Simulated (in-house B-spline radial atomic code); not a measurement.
# Bi⁶⁸⁺: starting-point dependence of G0W0 and RPA

Aim: see how far the highest quasi-particle level and the RPA correlation energy of Bi⁶⁸⁺ depend on the orbitals that they are built on.

Method: RPA, second order, AC-SOSEX and G0W0 (contour deformation) on a scalar-relativistic mean field, all electrons; no spin-orbit coupling, Breit or QED terms, no two-electron picture change. Code: an in-house B-spline radial atomic code, version 1.

## (1) The atom as given

* element: bismuth (Z = 83)
* charge: +68
* electrons: 15
* configuration: [Ne] 3s2 3p3
* Hamiltonian: scalar-relativistic (spin-free one-electron X2C), finite nucleus
* starts: Hartree-Fock, PBE, CAM-B3LYP, PBEsol

Outer shells as boxes (Hund's rule):

Bi68+
```
[Ne] core
3s [↑↓]
3p [↑ ][↑ ][↑ ]
```

## (2) Run with the Hartree-Fock start

Input settings:

```ini
Z = 83
electrons = 15.0
configuration = [Ne] 3s2 3p3
hamiltonian = x2c
method = hf
lmax = 9
rms_radius = 5.5211
spin_polarised = True
box_radius = 1.67
intervals = 59
```

On the command line:

```
python run_gw.py task.json out
```

The settings of every run stand in task.json; they run in order.

From the run's result record (rounded, not every field):

```text
{
  "status": "converged",
  "energies [hartree]": {
    "mean_field": -15910.83588,
    "exx_total": -15910.83588,
    "exchange": -193.3308594,
    "rpa": -1.3469504,
    "rpa_summed": -1.3396428,
    "direct_second_order": -1.3976423,
    "second_order_exchange": 0.51020141,
    "sosex": 0.49633214
  },
  "rpa_by_multipole [hartree]": [-0.264594, -0.681719, -0.201509, -0.115284, -0.0392181, -0.0178924, -0.00941312, -0.00544377, -0.00336548, -0.0010337, -0.000170319],
  "polarisability [bohr^3: independent particles, RPA]": [0.00170443, 0.00138789],
  "gap [hartree]": 25.65473,
  "levels [hartree]": [
    {"name": "3p up", "occ": 1, "e": -302.5449, "sx": -9.797806, "vxc": -9.797806, "sc": -0.0518626, "z": 0.9963091, "qp": -302.5976, "tail": -0.0008823622},
    {"name": "3s down", "occ": 1, "e": -324.1893, "sx": -7.857674, "vxc": -7.857674, "sc": -0.2435914, "z": 0.9965975, "qp": -324.4337, "tail": -0.000796377},
    {"name": "2p down", "occ": 1, "e": -729.6061, "sx": -22.61562, "vxc": -22.61562, "sc": 0.228296, "z": 0.9983215, "qp": -729.379, "tail": -0.001205831},
    {"name": "3p down", "occ": 0, "e": -295.7109, "sx": -2.935222, "vxc": -2.935222, "sc": -0.1866603, "z": 0.9960502, "qp": -295.8984, "tail": -0.0008802134}
  ]
}
```

Run time: 1.7 s. Hardware: 1 thread, shared host.

In the record, exx_total is the Hartree-Fock functional on the start's orbitals, rpa_summed the RPA energy up to lmax and rpa the same with the tail beyond it, gap the smallest same-spin excitation energy of the start. For a level, e is the start's value, sx and sc the exchange and correlation self-energies, vxc the start's own term, z the quasi-particle weight, and qp = e + sx − vxc + sc + tail. Deeper levels of weight under 0.85 meet poles of the self-energy and are not shown.

The 3p↑ level moves from -8232.67 to -8234.10 eV (weight 1.00).

The largest part of the RPA energy comes from multipole 1 (51 % of the sum).

## (3) Run with the PBE start

The settings differ from step 2 so:

```diff
@@ -4,3 +4,3 @@
 hamiltonian = x2c
-method = hf
+method = pbe,pbe
 lmax = 9
```

From the record:

```text
{
  "status": "converged",
  "energies [hartree]": {
    "mean_field": -15913.19094,
    "exx_total": -15910.81697,
    "exchange": -193.3108494,
    "rpa": -1.4202757,
    "rpa_summed": -1.4129503,
    "direct_second_order": -1.4875259,
    "second_order_exchange": 0.54487072,
    "sosex": 0.52620714
  },
  "rpa_by_multipole [hartree]": [-0.269554, -0.739508, -0.207426, -0.119367, -0.0395911, -0.0180046, -0.0094556, -0.00546243, -0.00337459, -0.00103614, -0.000170672],
  "polarisability [bohr^3: independent particles, RPA]": [0.00207972, 0.00161948],
  "gap [hartree]": 19.99307,
  "levels [hartree]": [
    {"name": "3p up", "occ": 1, "e": -299.9022, "sx": -9.822581, "vxc": -7.182034, "sc": -0.05242695, "z": 0.9950367, "qp": -302.596, "tail": -0.000884469},
    {"name": "3s down", "occ": 1, "e": -322.2468, "sx": -7.90032, "vxc": -5.958205, "sc": -0.2665459, "z": 0.9956785, "qp": -324.4563, "tail": -0.0007984433},
    {"name": "2p down", "occ": 1, "e": -722.3161, "sx": -22.61123, "vxc": -15.32609, "sc": 0.2530947, "z": 0.9927864, "qp": -729.3494, "tail": -0.001198862},
    {"name": "3p down", "occ": 0, "e": -298.3363, "sx": -2.970899, "vxc": -5.609921, "sc": -0.2089135, "z": 0.9946331, "qp": -295.9071, "tail": -0.0008844941}
  ]
}
```

Run time: 1.4 s. Hardware: 1 thread, shared host.

The 3p↑ level moves from -8160.75 to -8234.06 eV (weight 1.00).

## (4) Run with the CAM-B3LYP start

The settings differ from step 3 so:

```diff
@@ -4,3 +4,3 @@
 hamiltonian = x2c
-method = pbe,pbe
+method = camb3lyp
 lmax = 9
```

From the record:

```text
{
  "status": "converged",
  "energies [hartree]": {
    "mean_field": -15913.93231,
    "exx_total": -15910.82276,
    "exchange": -193.3217614,
    "rpa": -1.402355,
    "rpa_summed": -1.3950332,
    "direct_second_order": -1.4650793,
    "second_order_exchange": 0.53614488,
    "sosex": 0.51879576
  },
  "rpa_by_multipole [hartree]": [-0.268592, -0.724992, -0.206096, -0.118375, -0.0395129, -0.0179814, -0.00944691, -0.00545865, -0.00337276, -0.00103565, -0.0001706],
  "polarisability [bohr^3: independent particles, RPA]": [0.00198046, 0.0015601],
  "gap [hartree]": 21.22781,
  "levels [hartree]": [
    {"name": "3p up", "occ": 1, "e": -300.5149, "sx": -9.819177, "vxc": -7.792467, "sc": -0.05243859, "z": 0.9953688, "qp": -302.595, "tail": -0.0008838671},
    {"name": "3s down", "occ": 1, "e": -322.7551, "sx": -7.893289, "vxc": -6.461081, "sc": -0.261279, "z": 0.9959053, "qp": -324.4494, "tail": -0.0007978512},
    {"name": "2p down", "occ": 1, "e": -723.8576, "sx": -22.61277, "vxc": -16.87289, "sc": 0.2463353, "z": 0.997626, "qp": -729.3524, "tail": -0.001202709},
    {"name": "3p down", "occ": 0, "e": -297.8096, "sx": -2.964799, "vxc": -5.074912, "sc": -0.2037814, "z": 0.9950018, "qp": -295.9042, "tail": -0.0008834883}
  ]
}
```

Run time: 1.3 s. Hardware: 1 thread, shared host.

The 3p↑ level moves from -8177.43 to -8234.03 eV (weight 1.00).

## (5) Run with the PBEsol start

The settings differ from step 4 so:

```diff
@@ -4,3 +4,3 @@
 hamiltonian = x2c
-method = camb3lyp
+method = pbesol
 lmax = 9
```

From the record:

```text
{
  "status": "converged",
  "energies [hartree]": {
    "mean_field": -15907.53905,
    "exx_total": -15910.81799,
    "exchange": -193.2664489,
    "rpa": -1.420617,
    "rpa_summed": -1.4132916,
    "direct_second_order": -1.4879919,
    "second_order_exchange": 0.54503415,
    "sosex": 0.52633385
  },
  "rpa_by_multipole [hartree]": [-0.269525, -0.739838, -0.207449, -0.119384, -0.0395912, -0.0180046, -0.00945554, -0.00546238, -0.00337457, -0.00103615, -0.000170666],
  "polarisability [bohr^3: independent particles, RPA]": [0.00208273, 0.00162128],
  "gap [hartree]": 19.95967,
  "levels [hartree]": [
    {"name": "3p up", "occ": 1, "e": -299.8469, "sx": -9.822833, "vxc": -7.123992, "sc": -0.05215977, "z": 0.9950261, "qp": -302.5988, "tail": -0.0008845173},
    {"name": "3s down", "occ": 1, "e": -322.1622, "sx": -7.899226, "vxc": -5.86924, "sc": -0.2663921, "z": 0.9956821, "qp": -324.4593, "tail": -0.0007985002},
    {"name": "2p down", "occ": 1, "e": -722.1755, "sx": -22.6087, "vxc": -15.17107, "sc": 0.2543596, "z": 0.9887065, "qp": -729.36, "tail": -0.001193883},
    {"name": "3p down", "occ": 0, "e": -298.2901, "sx": -2.971064, "vxc": -5.560575, "sc": -0.2086985, "z": 0.9946304, "qp": -295.9101, "tail": -0.0008846017}
  ]
}
```

It took 1.2 s on 1 thread, shared host.

The 3p↑ level moves from -8159.25 to -8234.13 eV (weight 1.00).

## (6) The members side by side

| start | level | mean field (eV) | G0W0 (eV) | weight | RPA (hartree) | RPA+SOSEX (hartree) | α, direct RPA (bohr³) | time | miss (eV) |
| --- | --- | --- | --- | --- | --- | --- | --- | --- | --- |
| Hartree-Fock | 3p↑ | -8232.67 | -8234.10 | 0.996 | -1.34695 | -0.85062 | 0.001388 | 1.7 s | +224 |
| PBE | 3p↑ | -8160.75 | -8234.06 | 0.995 | -1.42028 | -0.89407 | 0.001619 | 1.4 s | +224 |
| CAM-B3LYP | 3p↑ | -8177.43 | -8234.03 | 0.995 | -1.40236 | -0.88356 | 0.001560 | 1.3 s | +224 |
| PBEsol | 3p↑ | -8159.25 | -8234.13 | 0.995 | -1.42062 | -0.89428 | 0.001621 | 1.2 s | +224 |

The miss is the G0W0 removal energy (the level with its sign changed) less the tabulated theoretical ionisation energy, 8010.0 ± 50 eV. Times are single runs on a shared host.

## (7) What came out

| quantity | value |
| --- | --- |
| highest level, mean field (range over the runs) | -8232.67 to -8159.25 eV |
| highest level, G0W0 (range over the runs) | -8234.13 to -8234.03 eV |
| RPA correlation energy | -1.421 to -1.347 hartree |
| RPA+SOSEX | -0.8943 to -0.8506 hartree |
| tabulated theoretical ionisation energy (3p shell) | 8010.0 ± 50 eV (NIST Atomic Spectra Database, ionization energies) |
| G0W0 removal energy less that value | +224 eV |

What this shows: Across the starts the mean-field level varies by 73.4 eV and the G0W0 level by 0.11 eV (0.14 % as much). On the semilocal starts the correction is downwards, 73 to 75 eV, since their self-interaction lifts occupied levels. The RPA energy is largest in size on PBEsol and smallest on Hartree-Fock, 5.2 % apart; over the runs it loosely follows the gap of the start, as smaller excitation energies give more correlation. All runs miss the tabulated theoretical ionisation energy, 8010.0 ± 50 eV, by about +224 eV (+2.8 %), far more than they differ among themselves. Spin-orbit coupling is left out: in so heavy and highly charged an ion the half-filled shell is really jj-coupled, so the high-spin state computed here is a model and the comparison is rough. Read as a removal energy, the bare PBE level is off by +151 eV (+1.9 %) and the nearest bare level, PBEsol's, by +149 eV, nearer than G0W0, but by cancellation: self-interaction lowers its value while this Hamiltonian leaves the G0W0 value too high. Spin-orbit coupling, which splits the 3p shell strongly in so heavy an element, is left out.
